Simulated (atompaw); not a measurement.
# Iridium: generating and testing a PAW (atompaw) potential

Do these settings give a usable potential? It is generated, then checked for scattering, ghosts and hardness.

Method: atompaw 4.2.0.5, PBEsol, scalar-relativistic.

## (1) The atom and the settings

Typed settings, in words:

```
element                 : iridium (Ir, Z = 77)
type                    : PAW
frozen core             : [Xe] 4f14
valence charge          : 9
reference configuration : 5d7 6s1.75 6p0.25
partial waves           : 6s (bound): rc 3.00 bohr; 6s channel at 2.25 Ry: rc 3.00 bohr; 6p (bound): rc 3.00 bohr; 6p channel at 4.9 Ry: rc 3.00 bohr; 5d (bound): rc 2.45 bohr; 5d channel at -0.25 Ry: rc 3.00 bohr; 5f channel at 0.35 Ry: rc 3.00 bohr; 5f channel at 1.55 Ry: rc 3.00 bohr
local potential         : vpsmatchnc scheme with l = 4 at 0 Ry, radius 2.40 bohr
core correction         : smooth core density matched at 2.70 bohr
augmentation charge     : sinc compensation charge, radius 2.45 bohr; PAW radius 3.00 bohr; waves and projectors: custom rrkj gramschmidtortho
```

An earlier all-electron run gives the scale for the radii.

All-electron outer shells of the reference configuration (PBEsol, scalar-relativistic, ld1.x):

| shell | level (eV) | outermost node (bohr) | outermost maximum (bohr) |
| --- | --- | --- | --- |
| 4f | -62.75 | – | 0.39 |
| 5p | -55.23 | 0.54 | 1.01 |
| 5d | -7.66 | 0.59 | 1.31 |
| 6s | -6.73 | 1.17 | 2.38 |
| 6p | -1.44 | 1.39 | 3.43 |

## (2) Generating the potential

Ir.input reads:

```
Ir 77
GGA-PBESOL scalarrelativistic loggrid 2001 logderivrange -3 5 201
6 6 5 4 0 0
6 0 1.75
6 1 0.25
5 2 7
0 0 0
c
c
c
c
c
v
c
c
c
c
v
c
c
v
c
3
3.00 2.45 2.40 2.70
y
2.25
n
y
4.9
n
y
-0.25
n
y
0.35
y
1.55
n
custom rrkj gramschmidtortho sinc
4 0 vpsmatchnc
3.00
3.00
3.00
3.00
2.45
3.00
3.00
3.00
PWSCFOUT
UPFDX 0.0125d0 UPFXMIN -7.d0 UPFZMESH 77.d0
END
```

On the command line:

```console
$ atompaw < Ir.input > Ir.log
```

Q: Predict the outcome of this session. Wanted: cutoffs for 10 and 1 mRy, occupied levels; bound ghosts; largest phase difference near zero energy, channels read; lowest eigenvalue of the overlap; share of valence orbitals outside the PAW sphere; UPF file.

As calculated:

```
                                                quantity                                             value
               cutoffs for 10 and 1 mRy, occupied levels                                   21 Ry and 30 Ry
                                            bound ghosts  s at -632.59 eV, p at -115.03 eV, d at -14.40 eV
largest phase difference near zero energy, channels read                                         0.028 rad
         lowest eigenvalue of the overlap (Bessel basis)                                         0.042 (p)
        share of valence orbitals outside the PAW sphere                          6s 39 %, 6p 78 %, 5d 6 %
                                                UPF file                                           written
```

In words: A bound ghost (s, p, d) makes it unfit for use: electrons can fall into a state that the atom doesn't have. Close by lies the frozen 4s level (-664.5 eV). It counts as soft on the atom at that tolerance, with 21 Ry needed at the looser tolerance. The slowest occupied level is 5d: taken alone it needs 21 Ry to come within 1 mRy, against 6 Ry or less for 6s. Near zero energy the phases of the channels with partial waves agree within 0.028 rad. In the d channel the atom's pole at -0.37 Ry sits lower, at -1.06 Ry, in the pseudo curve.
